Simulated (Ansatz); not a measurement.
# Sc8H4Pt8C: the cost of one run

All numbers below are computed with Ansatz 0.2.0 (DFT PBE+D3(BJ), plane waves, PAW, scalar-relativistic, no spin polarisation).

## (1) The structure to begin with

The cell holds 21 atoms (CH4Pt8Sc8): a = 6.540 Å, b = 6.540 Å, c = 17.905 Å, α = 90.00°, β = 90.00°, γ = 90.00°.

As a file:

```xyz
21
Lattice="6.5400 0.0000 0.0000 0.0000 6.5400 0.0000 0.0000 0.0000 17.9050" Properties=species:S:1:pos:R:3 pbc="T T T"
Sc    1.6350    1.6350    2.6350
Pt    0.0000    0.0000    1.0000
Sc    1.6350    1.6350    5.9050
Pt    0.0000    0.0000    4.2700
Sc    1.6350    4.9050    2.6350
Pt    0.0000    3.2700    1.0000
Sc    1.6350    4.9050    5.9050
Pt    0.0000    3.2700    4.2700
Sc    4.9050    1.6350    2.6350
Pt    3.2700    0.0000    1.0000
Sc    4.9050    1.6350    5.9050
Pt    3.2700    0.0000    4.2700
Sc    4.9050    4.9050    2.6350
Pt    3.2700    3.2700    1.0000
Sc    4.9050    4.9050    5.9050
Pt    3.2700    3.2700    4.2700
C     1.6517    1.6770    9.4650
H     1.1526    2.5780    9.1050
H     1.1252    0.7908    9.1050
H     2.6822    1.6533    9.1050
H     1.6517    1.6770   10.5550
```

## (2) Preparing the start

input.yaml

```yaml
accuracy: low
crystal:
  lattice:
    - [6.54, 0.0, 0.0]
    - [0.0, 6.54, 0.0]
    - [0.0, 0.0, 17.905]
  atoms:
    - { symbol: Sc, position: [0.25, 0.25, 0.1471656] }
    - { symbol: Pt, position: [0.0, 0.0, 0.0558503] }
    - { symbol: Sc, position: [0.25, 0.25, 0.3297961] }
    - { symbol: Pt, position: [0.0, 0.0, 0.2384809] }
    - { symbol: Sc, position: [0.25, 0.75, 0.1471656] }
    - { symbol: Pt, position: [0.0, 0.5, 0.0558503] }
    - { symbol: Sc, position: [0.25, 0.75, 0.3297961] }
    - { symbol: Pt, position: [0.0, 0.5, 0.2384809] }
    - { symbol: Sc, position: [0.75, 0.25, 0.1471656] }
    - { symbol: Pt, position: [0.5, 0.0, 0.0558503] }
    - { symbol: Sc, position: [0.75, 0.25, 0.3297961] }
    - { symbol: Pt, position: [0.5, 0.0, 0.2384809] }
    - { symbol: Sc, position: [0.75, 0.75, 0.1471656] }
    - { symbol: Pt, position: [0.5, 0.5, 0.0558503] }
    - { symbol: Sc, position: [0.75, 0.75, 0.3297961] }
    - { symbol: Pt, position: [0.5, 0.5, 0.2384809] }
    - { symbol: C, position: [0.2525591, 0.256417, 0.5286233] }
    - { symbol: H, position: [0.1762456, 0.3941853, 0.5085172] }
    - { symbol: H, position: [0.1720438, 0.1209233, 0.5085172] }
    - { symbol: H, position: [0.4101288, 0.2528049, 0.5085172] }
    - { symbol: H, position: [0.2525591, 0.256417, 0.5895001] }
basis:
  ecutwfc: 420.0
kpoints:
  mp_grid: { grid: [3, 3, 1] }
hamiltonian:
  xc: pbe
  dispersion: d3bj
scf:
  occupations: { method: fermi_dirac, width: 0.1 }
  lower_state_search: "off"
relax:
  f_tol: 0.08
  max_steps: 25
  adjacent_minimum: "off"
  constraints: [{ sites: [1, 5, 9, 13] }]
```

The run is started by

```console
$ ansatz run input.yaml --threads 4 --pin off --max-ram 10240MiB --backend cpu --events-out ev --progress --plain --runs-dir out
```

Q: Estimate wall time and peak memory on 4 threads of Intel Xeon 6975P-C (Granite Rapids), shared host.

About 52 s, with a peak of 2.3 GiB.
